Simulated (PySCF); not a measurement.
# Er(SH)3: other functionals and bases at one geometry

One table from this session's results is given with a row withheld; the runs are named, their logs left out.

Method: several levels, as the steps say, no spin–orbit coupling; program: PySCF 2.14.0.

2 further runs of the same task are left out: 1 for a known fault of the program, 1 that didn't finish.

## Starting geometry

7 atoms, charge 0, spin multiplicity 1.

Bond lengths: Er1–S2 2.553 Å, Er1–S4 2.553 Å, Er1–S6 2.553 Å, S2–H3 1.355 Å, S4–H5 1.355 Å, S6–H7 1.355 Å. Angles: S2–Er1–S4 120.0°, S2–Er1–S6 120.0°, S4–Er1–S6 120.0°, Er1–S2–H3 94.1°, Er1–S4–H5 94.1°, Er1–S6–H7 94.1°.

Geometry (Å):

```xyz
7
charge 0, multiplicity 1
Er    0.00000    0.00000    0.85756
S     2.51691   -0.42363    0.90057
H     2.83520    0.89284    0.94332
S    -0.89158    2.39153    0.90057
H    -2.19082    2.00894    0.94332
S    -1.62533   -1.96789    0.90057
H    -0.64438   -2.90177    0.94332
```

Formal oxidation states: Er +3. Each metal's 11 4f electrons lie in its core potential, so multiplicities, spins and levels count the valence alone. An earlier session relaxed this geometry at PBE0, Er lcecp-1-SVP with ECP57, S def2-SVP, H def2-SVP (singlet, point group C3).

At PBE0 on the finer grid: E = -1233.979851 Eh, HOMO -7.50 eV, LUMO -2.44 eV, Mulliken charge on Er1 +0.82 e, largest force component 0.005 eV/Å. 

Levels to run: M06-L; BLYP; revPBE; r2SCAN; PBE0, TZVP. Hardware: 2 threads of Arm Neoverse V1, shared host.

Set-up of the first run:

run.py (the lines that set the calculation) reads:

```python
mol = gto.M(atom='''
Er     0.00000     0.00000     0.85756
S      2.51691    -0.42363     0.90057
H      2.83520     0.89284     0.94332
S     -0.89158     2.39153     0.90057
H     -2.19082     2.00894     0.94332
S     -1.62533    -1.96789     0.90057
H     -0.64438    -2.90177     0.94332''',
    basis={'Er': 'lcecp-1-SVP', 'S': 'def2-SVP', 'H': 'def2-SVP'},
    ecp={'Er': 'lcecp-1-SVP'},
    charge=0, spin=0)
mf = dft.RKS(mol, xc='M06L')
mf.grids.atom_grid = (75, 302)  # f atoms: unpruned, at least (60, 302)
mf = mf.density_fit()  # fitting sets: Er AutoAux, S def2-universal-JKFIT, H def2-universal-JKFIT
mf.conv_tol = 1e-08; mf.max_cycle = 55
mf.kernel(dm0)  # dm0: the density of the relaxed state
```

Launch:

```sh
OMP_NUM_THREADS=2 python run.py
```

Among the steps run: M06-L; BLYP; revPBE; r2SCAN; PBE0, TZVP.

One of the session's tables, all rows but one given; the rest of the session is left out.

| level | HOMO (eV) | gap (eV) | charge on Er1 (e) | dipole (D) | largest force component (eV/Å) |
| --- | --- | --- | --- | --- | --- |
| PBE0 (relaxed here) | -7.50 | 5.06 | 0.82 | 0.18 | 0.00 |
| M06-L | -6.47 | 4.28 | 1.02 | 0.19 | 0.21 |
| BLYP | ? | ? | ? | ? | ? |
| revPBE | -6.25 | 3.28 | 0.71 | 0.17 | 0.34 |
| r2SCAN | -6.62 | 3.76 | 0.82 | 0.18 | 0.07 |
| PBE0, TZVP | -7.56 | 5.12 | 1.24 | 0.20 | 0.21 |

Q: Estimate the row for BLYP from the others.

**Answer.** HOMO (eV): -6.05; gap (eV): 2.97; charge on Er1 (e): 0.59; dipole (D): 0.17; largest force component (eV/Å): 0.43. In the column «HOMO (eV)» it is the highest.

In one basis the HOMO–LUMO gap runs from 2.97 eV (BLYP) to 5.06 eV (PBE0). The largest leftover force, 0.43 eV/Å with BLYP, stands at a geometry relaxed at another level. With 4f in the core, its levels are missing from HOMO and gap, and its count is fixed, so no charge can pass from the ligands into it. Total energies of different levels can't be compared.
